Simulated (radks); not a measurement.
**Nuclear size and the levels of Pm²⁺**

An exercise on one series of results from a longer session: the logs are not shown, and one member is left open.

The numbers are computed with radks (a radial shooting solver on a logarithmic mesh, Libxc functionals) version 1 (Dirac Kohn-Sham, relativistic LDA (MacDonald-Vosko exchange, VWN5 correlation), spin-unpolarised, spherical densities, finite nucleus; open shells are shared between the two j in proportion to 2j + 1), except any that are marked as measured or tabulated.

## The atom as given

```
element            : promethium (Z = 61)
charge             : +2
electrons          : 59
configuration      : [Xe] 4f5
nuclear rms radius : 4.962 fm
```

Outer shells as boxes (Hund's rule):

Pm²⁺
```
[Xe] core
4f [↑ ][↑ ][↑ ][↑ ][↑ ][  ][  ]
```

Set-up of the first run:

The run's settings:

```text
Z 61
configuration [Xe] 4f5 6s0 5d0
relativity Dirac
functional lda_x_rel,vwn5
spin unpolarised
j_filling average
nucleus finite rms 4.962 fm
c 137.035999084
```

Among the steps run: rms radius 4.962 fm.

One table of the session follows, with a row left open; its other results are not shown here.

It belongs to the step «rms radius 4.962 fm». Radial moments (bohr):

```
level    <r>  outermost maximum (interpolated)  90 % within  nodes
5s1/2  1.440                              1.29         2.08      4
5p1/2  1.620                              1.41         2.37      3
5p3/2  1.710                              1.49         2.51      3
4f5/2  1.021                             0.633         1.80      0
4f7/2      ?                                 ?            ?      ?
5d3/2  2.523                              2.05         3.85      2
5d5/2  2.565                              2.09         3.91      2
6s1/2  3.567                              3.23         5.10      5
```

Estimate the missing values for 4f7/2.

The run gave: <r>: 1.037; outermost maximum (interpolated): 0.639; 90 % within: 1.83; nodes: 0. In the column «<r>» it lies between 4f5/2 (1.021) and 5s1/2 (1.440).
